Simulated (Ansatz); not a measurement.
Below is the output of a Python script on the Python package of Ansatz (0.2.0) that makes a ladder of methods at one geometry of AlH7OSSi2, SMILES [AlH2][SiH](S)O[SiH3]. Write a script that gives it. Use (for the species named): r2SCAN, def2-SVP basis, multiplicity 1. The script varies functional: r2scan, lc_wpbe, hse06, pbe, blyp.

`alh7ossi2.xyz`
```text
12

Al   -1.36500    1.75760    1.41950
Si   -0.05670    0.06880    0.56120
S     1.97280    0.65330    0.75610
O    -0.36180   -0.15450   -1.10390
Si    0.17030   -1.72750   -1.53980
H    -1.40490    2.04180    2.98740
H    -1.45670    3.15270    0.55860
H    -0.28260   -1.11950    1.35430
H     1.83560    1.77600   -0.03870
H    -0.10400   -1.96980   -2.92100
H     1.61350   -1.78080   -1.28960
H    -0.48350   -2.75320   -0.71010
```

```console
$ python run_methods.py
functional    E (Ha)        dipole (D)   HOMO (eV)  LUMO (eV)
r2scan       -1298.500937     1.655      -6.354     -2.926
lc_wpbe      -1298.214049     1.971      -9.715     -0.381
hse06        -1298.029981     1.699      -6.793     -2.760
pbe          -1297.937153     1.485      -6.077     -3.100
blyp         -1298.599601     1.519      -5.892     -2.930
```

The script that was run (others could print the same):

Script `run_methods.py`:
```python
from pathlib import Path

import ansatz as az
import numpy as np

BASIS = "def2-SVP"

molecule = az.Crystal.molecule_from_extxyz("alh7ossi2.xyz")

calculation = molecule.calculation().basis(gaussian=BASIS)

print("functional    E (Ha)        dipole (D)   HOMO (eV)  LUMO (eV)")
for name in ["r2scan", "lc_wpbe", "hse06", "pbe", "blyp"]:
    report = calculation.functional(name).forces().orbitals().run(threads=1, runs_dir="runs").report
    lines = Path(report["orbitals_path"]).read_text().splitlines()
    field_of = lambda key: [line.split("=")[1].strip() for line in lines if line.startswith(key)]
    orbitals = [(27.211386 * float(e), s, float(n)) for e, s, n in zip(field_of("Ene="), field_of("Spin="), field_of("Occup="))]
    homo = max(e for e, _, n in orbitals if n > 0.5)
    lumo = min(e for e, _, n in orbitals if n < 0.5)
    dipole = 4.803205 * np.linalg.norm(report["charge_distribution"]["dipole_moment_e_ang"])
    print(f"{name:10s} {report['free_energy_ev'] / 27.211386246:14.6f} {dipole:9.3f} {homo:11.3f} {lumo:10.3f}")
```

Reading the output:
- Total energies depend on the basis set; only differences at equal settings carry meaning.
- The geometry is a force-field or estimated start, not a minimum of this method, and the basis set is short of its limit. A lower total doesn't mark the better method: functionals have no common bound, and MP2 and coupled cluster aren't variational.
- Levels such as HOMO and LUMO are orbital energies: with these approximate functionals they aren't the ionisation energy and electron affinity, and their gap isn't the fundamental gap.
- hse06 follows the composition of plane-wave codes, whose totals differ by tens of mHa, up to about 0.1 Ha, from the form usual in Gaussian-basis programs (wpbeh).
- Hardware and time: 28 s on 1 thread of AMD EPYC 7B13 (Zen 3) (shared host), peak memory 0.38 GiB.
